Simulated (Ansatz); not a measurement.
# GeAsH3 (triplet): the correlation ladder at a displaced geometry (v2), cc-pVDZ

An exercise on one series of results from a longer session: the logs are not shown, and one member is left open.

Method: cc-pVDZ, core rule «outside noble gas», up to 28 orbitals frozen; program: Ansatz 0.2.0, Gaussian basis.

To be run: UHF; CCSD(T) on ROHF; CCSD(T) on UHF; BCCD(T) on ROHF; CISD as a restricted active space (open shells left free, so some higher excitations enter); CCSDT(Q) on ROHF; CCSDT(Q) on UHF.

22 further runs of the same task are left out: 9 that didn't finish, 13 set aside as unsound or not needed. Runs told in other sessions of the task aren't counted.

## What is computed

The geometry is a PBE0/def2-TZVP stationary point (not a proven minimum) with its atoms shifted at random (size 0.100 Å). No spin-orbit coupling is included. The filled d shell of Ge, As may be among the frozen orbitals whatever the setting's name suggests.

5 atoms, charge 0, spin multiplicity 3.

Atoms are counted from 1 here; the program's logs count them from 0.

Bond lengths: Ge1–As2 2.418 Å, Ge1–H3 1.614 Å, Ge1–H4 1.520 Å, As2–H5 1.646 Å. Angles: As2–Ge1–H3 105.6°, As2–Ge1–H4 114.5°, H3–Ge1–H4 110.4°, Ge1–As2–H5 96.3°.

The first run:

in.yaml

```yaml
crystal:
  periodic: [false, false, false]
  atoms:
    - {symbol: Ge, position_ang: [0.083380, -0.059410, 1.208742]}
    - {symbol: As, position_ang: [-0.081494, 0.061721, -1.200136]}
    - {symbol: H, position_ang: [-1.249431, 0.655283, 1.771895]}
    - {symbol: H, position_ang: [1.322792, 0.600012, 1.790109]}
    - {symbol: H, position_ang: [-0.024824, -1.561552, -1.465560]}
basis:
  gaussian: {orbitals: cc-pVDZ}
magnetization: {spin_polarized: true, initial_magnetization: 2}
hamiltonian: {xc: hf}
output: {orbitals: {seedname: orbitals}}
```

Started as:

```console
$ ansatz run in.yaml --threads 1 --pin off --events-out ev --progress --plain --max-ram 2393MiB
```

Steps of the session up to this table: UHF; CCSD(T) on ROHF; CCSD(T) on UHF; BCCD(T) on ROHF; CISD as a restricted active space (open shells left free, so some higher excitations enter); CCSDT(Q) on ROHF; CCSDT(Q) on UHF.

One of the session's tables, all rows but one given; the rest of the session is left out.

```
   method  from UCCSDT(Q) (meV)
     ROHF               +6094.0
      UHF               +5950.9
     RMP2               +1282.3
     UMP2               +1289.0
     CISD                +714.3
    RCCSD                +213.6
    UCCSD                     ?
 RCCSD(T)                 +48.0
 UCCSD(T)                 +42.2
  BCCD(T)                 +47.2
   RCCSDT                 +14.7
   UCCSDT                  +8.4
RCCSDT(Q)                  +6.5
UCCSDT(Q)                     0
```

**Question.** Estimate the row for UCCSD.

As computed: from UCCSDT(Q) (meV): +204.5. In the column «from UCCSDT(Q) (meV)» it lies between RCCSD(T) (+48.0) and RCCSD (+213.6).

Caveats from the session: Restricted and unrestricted rows rest on different reference determinants; a gap between their highest levels can come from leftover correlation error, from unlike frozen cores or from another state.
